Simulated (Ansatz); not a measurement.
**C: stress in a strained cell**

C is deformed so: equal xx and yy strain of -2 %. What stress and forces result, by LAPW, PAW and all-electron datasets made for the crystal?

Method: DFT LDA, scalar-relativistic, in Ansatz 0.2.0.

## 1. Starting point

It takes space group Fd-3m (No. 227, cubic). The conventional cell has a = 3.567 Å, b = 3.567 Å, c = 3.567 Å, α = 90.00°, β = 90.00°, γ = 90.00°. Around C (site symmetry -43m) lie 4 C at 1.54 Å.

Coordinates:

```
CELL_PARAMETERS angstrom
0.00000 1.78340 1.78340
1.78340 0.00000 1.78340
1.78340 1.78340 0.00000
ATOMIC_POSITIONS crystal
C 0.50000 0.50000 0.50000
C 0.75000 0.75000 0.75000
```

Atoms are numbered in the order of the input: C1, C2.

## 2. The deformed structure

Space group Fd-3m before, I4_1/amd after.

## 3. Full-potential LAPW

File input.yaml:

```yaml
crystal:
  lattice:
    - [0.0, 1.747732, 1.7834]
    - [1.747732, 0.0, 1.7834]
    - [1.747732, 1.747732, 0.0]
  atoms:
    - { symbol: C, position: [0.5, 0.5, 0.5] }
    - { symbol: C, position: [0.75, 0.75, 0.75] }
kpoints:
  mp_grid: { grid: [16, 16, 16] }
  band_path:
    path:
      - [0.0, 0.0, 0.0]
      - [0.0, 0.5, 0.5]
      - [0.25, 0.75, 0.5]
      - [0.0, 0.5, 0.0]
      - [0.0, 0.0, 0.0]
      - [0.5, 0.5, 0.0]
      - [0.37005, 0.62995, 0.0]
      - [-0.37005, 0.37005, 0.0]
      - [0.0, 0.0, 0.0]
    npoints: 5
scf:
  occupations: { method: fermi_dirac, width: 0.03 }
hamiltonian:
  xc: lda
  pseudopotentials: { kind: all_electron, lapw: { basis_error: 0.00025 } }
output:
  forces: true
  stress: true
  eigenvalues: true
```

Run with:

```sh
$ ansatz run input.yaml --threads 1 --pin off --max-ram 3072MiB --backend cpu --events-out ev --progress --plain --runs-dir out
```

## 4. Frozen-core PAW

File input.yaml:

```yaml
crystal:
  lattice:
    - [0.0, 1.747732, 1.7834]
    - [1.747732, 0.0, 1.7834]
    - [1.747732, 1.747732, 0.0]
  atoms:
    - { symbol: C, position: [0.5, 0.5, 0.5] }
    - { symbol: C, position: [0.75, 0.75, 0.75] }
kpoints:
  mp_grid: { grid: [16, 16, 16] }
scf:
  occupations: { method: fermi_dirac, width: 0.03 }
hamiltonian:
  xc: lda
  pseudopotentials: { kind: paw }
output:
  forces: true
  stress: true
  eigenvalues: true
  efg: { contact_densities: true }
```

## 5. Datasets made for this crystal

Edit input.yaml of step 4 so:

```diff
@@ -14,3 +14,3 @@
   xc: lda
-  pseudopotentials: { kind: paw }
+  pseudopotentials: { kind: all_electron, datasets: crystal }
 output:
```

(Steps that only read results are left out.)

What does the calculation give? Wanted: pressure; largest shear or deviatoric stress.

The runs gave:

| quantity | value |
| --- | --- |
| pressure | LAPW 5.28, PAW 5.13, crystal datasets 5.28 GPa |
| largest shear or deviatoric stress (LAPW) | 13.30 GPa |

In words: The largest part of the stress beyond the pressure is 13.30 GPa in size, in the zz component; the atoms are carried along and not relaxed. No run of the undeformed cell stands beside it, so the pressure holds what the given cell had before the change. PAW: stress within 0.15 GPa of LAPW. Crystal datasets: stress within 0.01 GPa of LAPW.
